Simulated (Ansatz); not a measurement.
What does this script print? It uses the Python package of Ansatz (0.2.0).

`ge.py`:
```python
# -*- coding: utf-8 -*-
from dataclasses import dataclass

import ansatz as az
import numpy as np


@dataclass(frozen=True)
class RunConfig:
    functional: str = "lda"
    mesh: tuple[int, ...] = (12, 12, 12)
    occupations: str = "gaussian"


settings = RunConfig()


def count_gap(report):
    # lowest empty less highest filled band, counting bands; zero where they overlap
    return max(report.get("gap_by_band_count_ev") or 0.0, 0.0)

crystal = (
    az.Lattice.from_parameters(4.991796, 5.301726, 2.873894, alpha=90, beta=90, gamma=90)
    .space_group(74, hermann_mauguin="Imma")
    .atom("Ge", (0.0, 0.75, 0.935943))
    .primitive()
)

calc = (
    crystal.calculation()
    .functional(settings.functional)
    .kpoints(*settings.mesh)
    .occupations(settings.occupations, width=100 * az.meV)
    .stress()
    .forces()
    .band_table()
)
variants = {
    "PAW": calc.pseudopotentials("paw"),
    "LAPW": calc.pseudopotentials("all_electron", lapw=True),
}
rows = []
for label, variant in variants.items():
    summary = variant.run(threads=1, pin="off").report
    levels = np.array(summary["eigenvalues_ev"][0]) - summary["fermi_energy_ev"]
    print(label, "levels at the first k-point near E_F:", np.round(levels[np.abs(levels) < 5], 3))
    rows.append((label, summary["n_electrons"], np.trace(summary["stress_gpa"]) / 3, count_gap(summary)))
lines = [",".join(["treatment", "electrons in bands", "P GPa", "gap by band count eV"])] + [",".join(f"{v:.4f}" if isinstance(v, float) else str(v) for v in row) for row in rows]
print("\n".join(lines))
with open("paw_lapw.csv", "w") as handle:
    handle.write("\n".join(lines) + "\n")
```

```console
$ python ge.py
DeckWarning: basis.ecutwfc = 420 eV, auto-derived from the records' recommended cutoffs: set by Ge (normal level)
PAW levels at the first k-point near E_F: [-3.938 -2.323 -1.881  3.559]
LAPW levels at the first k-point near E_F: [-3.94  -2.323 -1.881  3.56 ]
treatment,electrons in bands,P GPa,gap by band count eV
PAW,28.0000,-4.2314,0.0000
LAPW,44.0000,-4.2019,0.0000
```
(Warnings from the package without file and line.)

PAW gives -4.231 GPa and LAPW -4.202 GPa, 0.030 GPa apart. They took 8.3 and 74.7 s of processor time.

What to keep in mind:
- The computed bands are complete only to about 3.7 eV above the Fermi level.
- A gap by band count of zero or less means overlapping bands, a metal.
- This isn't the structure that Ge takes at ambient conditions.
- Gaps and levels are Kohn-Sham values on a finite set of k-points, without spin-orbit coupling.
- Pressure is positive in compression; the treatments may keep other shells as core, so totals and counts of electrons can differ.
- Wall time of the script: 84 s on 1 thread of Arm Neoverse V2, with other jobs on the host, peak memory 0.98 GiB.
